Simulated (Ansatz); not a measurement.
# Ytterbium, omega (AlB2-type) under BLYP: ground state and equation of state

What does BLYP give for ytterbium in the omega (AlB2-type) structure? We relax it, solve it on a dense k-mesh, then scale the cell to 7 volumes from 88 to 112 % of the relaxed one and try a fit of the equation of state. Spin polarisation is left out. The k-meshes are 6×6×8 for the relaxation; 8×8×12 for the dense run; 7×7×10 for the volumes.

Computed with Ansatz 0.2.0 (DFT BLYP, plane waves (420 eV) with PAW, scalar-relativistic; PAW files made under PBE, frozen cores solved again for the functional, unless a step says otherwise).

### 1 The system as given

It takes space group P6/mmm (No. 191, hexagonal). The conventional cell has a = 6.156 Å, b = 6.156 Å, c = 3.774 Å, α = 90.00°, β = 90.00°, γ = 120.00°. Yb (site symmetry 6/mmm) is surrounded by 14 Yb at 3.77 to 4.02 Å. Yb (site symmetry -6m2) has 11 Yb at 3.55 to 4.02 Å as nearest neighbours.

As a file:

```xyz
3
Lattice="6.1559 0.0000 0.0000 -3.0780 5.3312 0.0000 0.0000 0.0000 3.7736" Properties=species:S:1:pos:R:3 pbc="T T T"
Yb    0.0000    0.0000    0.0000
Yb    0.0000    3.5541    1.8868
Yb    3.0780    1.7771    1.8868
```

### 2 Geometry optimisation

Contents of input.yaml:

```yaml
crystal:
  lattice:
    - [6.1559491183, 0.0, 0.0]
    - [-3.0779745591, 5.3312083209, 0.0]
    - [0.0, 0.0, 3.7735968095]
  atoms:
    - { symbol: Yb, position: [0.0, 0.0, 0.0] }
    - { symbol: Yb, position: [0.3333333333, 0.6666666667, 0.5] }
    - { symbol: Yb, position: [0.6666666667, 0.3333333333, 0.5] }
hamiltonian:
  xc: blyp
  pseudopotentials:
    kind: paw
    azcp:
      Yb: "pseudopotentials/Yb.paw.azcp"
basis:
  ecutwfc: 420
  fft_grid_basis: typed
kpoints:
  mp_grid: { grid: [6, 6, 8], shift: [0, 0, 0] }
magnetization:
  spin_polarized: false
scf:
  occupations: { method: fermi_dirac, width: 0.1 }
relax:
  max_steps: 60
  f_tol: 0.01
  cell: {}
output:
  write_density: true
  write_potential: true
  elf: true
  volumetric_format: npy
```

After this run come: Dense single point; Volume × 0.88; Volume × 0.92; Volume × 0.96; Volume × 1.0; Volume × 1.04; Volume × 1.08; Volume × 1.12.

Before running it: what results should come out? Wanted: space group; conventional cell; volume; shortest distance; gap on the mesh; relative to fcc; V₀, B₀, B₀′.

As calculated:

| quantity | value |
| --- | --- |
| space group (spins left aside) | P6/mmm (No. 191) |
| conventional cell | a = 5.998 Å, c = 3.578 Å (c/a = 0.597) |
| volume | 37.158 Å³/atom |
| shortest distance | 3.463 Å |
| gap on the mesh | none (levels filled in part) |
| relative to fcc | +73 meV/atom |
| V₀, B₀, B₀′ | 36.856 Å³/atom, 15.8 GPa, 4.8 |

**Reading.** From the guessed start the volume shrank by 10.0 % in 6 steps. Against the reference form of ytterbium (fcc, computed apart with the same settings) it stands 73 meV/atom higher. No gap shows: it is a metal or semimetal at this level. B₀ comes out at 15.8 GPa, a soft solid; letting shape and positions relax at each volume could only lower it. The symmetry was held, so the structure may be unstable against distortions that break it.
